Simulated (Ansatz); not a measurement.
# CH6GeO: the cost of one run

All numbers are computed with Ansatz 0.2.0, driven from Python. Level of theory: PBE+D3(BJ)/def2-SVP.

### Step 1. Starting point

Bond lengths: C1–O2 1.374 Å, O2–Ge3 1.772 Å, C1–H4 1.123 Å, C1–H5 1.085 Å, C1–H6 1.147 Å, Ge3–H7 1.601 Å, Ge3–H8 1.524 Å, Ge3–H9 1.602 Å. Angles: C1–O2–Ge3 105.9°, O2–C1–H4 109.7°, O2–C1–H5 115.9°, O2–C1–H6 112.6°, H4–C1–H5 102.5°, H4–C1–H6 102.7°, H5–C1–H6 112.1°, O2–Ge3–H7 110.6°, O2–Ge3–H8 111.7°, O2–Ge3–H9 111.6°, H7–Ge3–H8 106.5°, H7–Ge3–H9 107.4°, H8–Ge3–H9 108.8°.

No structure file is read: the coordinates are typed or built in the script.

### Step 2. The code

The input, bend_ch6geo.py:

```python
# -*- coding: utf-8 -*-
'''Bending curve of CH6GeO.'''

import ansatz as az
from ase import Atoms


def main():
    atoms = Atoms(['C', 'O', 'Ge', 'H', 'H', 'H', 'H', 'H', 'H'], positions=[
        (-0.4192, 0.8581, -0.8309),
        (-0.7895, -0.4293, -0.525),
        (0.3179, -0.9624, 0.751),
        (-1.0855, 1.2614, -1.6405),
        (0.5698, 0.977, -1.26),
        (-0.605, 1.5871, 0.0351),
        (1.8367, -0.8753, 0.252),
        (0.072, -2.4149, 1.1413),
        (0.1913, -0.048, 2.0597),
    ])

    # start the scan from a relaxed geometry
    first = az.Crystal.molecule_from_ase(atoms).calculation()
    first = first.basis(gaussian='def2-SVP').functional('pbe', dispersion='d3bj')
    first = first.relax(force_tolerance=0.02, max_steps=80)
    atoms.positions = first.run().report['positions_ang']

    rows = []
    for angle in [85, 95, 105, 115, 125, 140, 160]:
        bent = atoms.copy()
        bent.set_angle(2, 1, 0, angle, indices=[0, 3, 4, 5])
        setup = az.Crystal.molecule_from_ase(bent).calculation()
        setup = setup.basis(gaussian='def2-SVP')
        setup = setup.functional('pbe', dispersion='d3bj')
        rows.append((angle, setup.run().report['free_energy_ev']))
    floor = min(e for _, e in rows)
    for angle, e in rows:
        print(f'angle Ge2-O1-C0 = {angle:3d} deg   {1000 * (e - floor):9.1f} meV')


if __name__ == '__main__':
    main()
```

### Step 3. What the engine is handed

The engine receives this input (first run):

```yaml
crystal:
  periodic: [false, false, false]
  atoms:
    - { symbol: C, position_ang: [-0.4192, 0.8581, -0.8309] }
    - { symbol: O, position_ang: [-0.7895, -0.4293, -0.525] }
    - { symbol: Ge, position_ang: [0.3179, -0.9624, 0.751] }
    - { symbol: H, position_ang: [-1.0855, 1.2614, -1.6405] }
    - { symbol: H, position_ang: [0.5698, 0.977, -1.26] }
    - { symbol: H, position_ang: [-0.605, 1.5871, 0.0351] }
    - { symbol: H, position_ang: [1.8367, -0.8753, 0.252] }
    - { symbol: H, position_ang: [0.072, -2.4149, 1.1413] }
    - { symbol: H, position_ang: [0.1913, -0.048, 2.0597] }
basis:
  gaussian:
    orbitals: def2-SVP
hamiltonian:
  xc: pbe
  dispersion: d3bj
relax:
  f_tol: 0.02
  max_steps: 80
```

### Step 4. Launch

Launch:

```sh
$ python bend_ch6geo.py
```

What time and memory should one allow on 1 thread of Intel Xeon Platinum 8488C (Sapphire Rapids), shared host?

About 21 s, with a peak of 0.21 GiB.
